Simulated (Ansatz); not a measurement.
# CH₄FNSSi: one species, many methods

The task here is to estimate one member of a computed series from the others.

The runs use Ansatz 0.2.0, Gaussian basis; functionals in def2-TZVPP, the program's frozen cores in correlated methods.

Plan: LDA (SPW92), PBE-D4, revPBE-D4, BLYP-D4, r2SCAN-D4, B97M-V, PBE0-D4, B3LYP-D4, r2SCANh-D4, r2SCAN0-D4, HSE06-D4, BHLYP-D4, CAM-B3LYP-D4, LC-ωPBE, ωB97X-V, ωB97M-V, B2PLYP, PBE-QIDH; CCSD(T)/def2-SVP; CCSD(T)/def2-TZVPP; MP2/def2-QZVPP; extrapolation to the limit; RPA on PBE.

### Structure used throughout

The geometry comes from an earlier relaxation with PBE0-D4 in a triple-zeta def2 set; it is a stationary point, not always the lowest conformer.

9 atoms, charge 0, spin multiplicity 1.

Atoms are counted from 1 here; the program's logs count them from 0.

Bond lengths: F1–Si2 1.621 Å, Si2–N3 1.713 Å, N3–C4 1.431 Å, N3–H7 1.013 Å, C4–S5 1.831 Å, C4–H6 1.093 Å, C4–H8 1.092 Å, S5–H9 1.343 Å. Angles: F1–Si2–N3 98.1°, Si2–N3–C4 123.9°, Si2–N3–H7 121.7°, C4–N3–H7 114.3°, N3–C4–S5 109.6°, N3–C4–H6 108.9°, N3–C4–H8 111.9°, S5–C4–H6 109.4°, S5–C4–H8 108.4°, H6–C4–H8 108.6°, C4–S5–H9 96.7°.

Geometry (Å):

```mol
CH4FNSSi
  3D, bonds by distance, orders not assigned

  9  8  0  0  0  0  0  0  0  0999 V2000
    1.8173    0.0950   -2.6783 F   0  0
    0.7377    0.9738   -1.8486 Si  0  0
    0.3253   -0.2001   -0.6717 N   0  0
   -0.6045    0.0285    0.3916 C   0  0
    0.2870    0.0697    1.9908 S   0  0
   -1.1011    0.9880    0.2270 H   0  0
    0.7761   -1.1066   -0.6438 H   0  0
   -1.3656   -0.7525    0.4421 H   0  0
   -0.7839   -0.1421    2.7737 H   0  0
  1  2  8  0
  2  3  8  0
  3  4  8  0
  3  7  8  0
  4  5  8  0
  4  6  8  0
  4  8  8  0
  5  9  8  0
M  END
```

The first run:

in.yaml

```yaml
crystal:
  periodic: [false, false, false]
  atoms:
    - {symbol: F, position_ang: [1.817265, 0.094954, -2.678273]}
    - {symbol: Si, position_ang: [0.737734, 0.973842, -1.848587]}
    - {symbol: N, position_ang: [0.325312, -0.200117, -0.671675]}
    - {symbol: C, position_ang: [-0.604451, 0.028511, 0.391570]}
    - {symbol: S, position_ang: [0.286973, 0.069681, 1.990781]}
    - {symbol: H, position_ang: [-1.101053, 0.987986, 0.227043]}
    - {symbol: H, position_ang: [0.776148, -1.106622, -0.643768]}
    - {symbol: H, position_ang: [-1.365555, -0.752479, 0.442085]}
    - {symbol: H, position_ang: [-0.783873, -0.142058, 2.773725]}
basis:
  gaussian: {orbitals: def2-TZVPP}
hamiltonian: {xc: lda}
output: {orbitals: {seedname: orbitals}}
```

Started as:

```
$ ansatz run in.yaml --threads 4 --pin off --events-out ev --progress --plain --max-ram 10444MiB
```

Steps of the session up to this table: LDA; PBE-D4 (GGA); revPBE-D4 (GGA); BLYP-D4 (GGA); r2SCAN-D4 (meta-GGA); B97M-V (meta-GGA); PBE0-D4 (hybrid); B3LYP-D4 (hybrid); r2SCANh-D4 (hybrid); r2SCAN0-D4 (hybrid); HSE06-D4 (hybrid); BHLYP-D4 (hybrid); CAM-B3LYP-D4 (range-separated); LC-ωPBE (range-separated); ωB97X-V (range-separated); ωB97M-V (range-separated); B2PLYP (double hybrid); PBE-QIDH (double hybrid).

One of the session's tables, all rows but one given; the rest of the session is left out.

It belongs to the step «Orbital energies across the functionals». 

```
  functional  HOMO (eV)  gap (eV)
 LDA (SPW92)      -5.99      3.66
      PBE-D4      -5.86      3.71
   revPBE-D4      -5.81      3.72
     BLYP-D4          ?         ?
   r2SCAN-D4      -6.13      4.06
      B97M-V      -6.19      4.16
     PBE0-D4      -7.10      5.75
    B3LYP-D4      -6.86      5.32
  r2SCANh-D4      -6.59      4.83
  r2SCAN0-D4      -7.27      5.97
    HSE06-D4      -6.70      4.97
    BHLYP-D4      -8.20      7.74
CAM-B3LYP-D4      -8.45      8.18
     LC-ωPBE      -9.86     10.69
     ωB97X-V      -9.49     10.22
     ωB97M-V      -9.31      9.94
```

**Question.** Estimate the row for BLYP-D4.

Worked estimate for «HOMO (eV)». Against the share of exact exchange, B3LYP-D4 (0.2, -6.86), BHLYP-D4 (0.5, -8.20) give a slope of -4.47 per unit share; at 0 the line stands at -5.97.

As computed: HOMO (eV): -5.71; gap (eV): 3.69. In «HOMO (eV)» the line misses by -0.26.
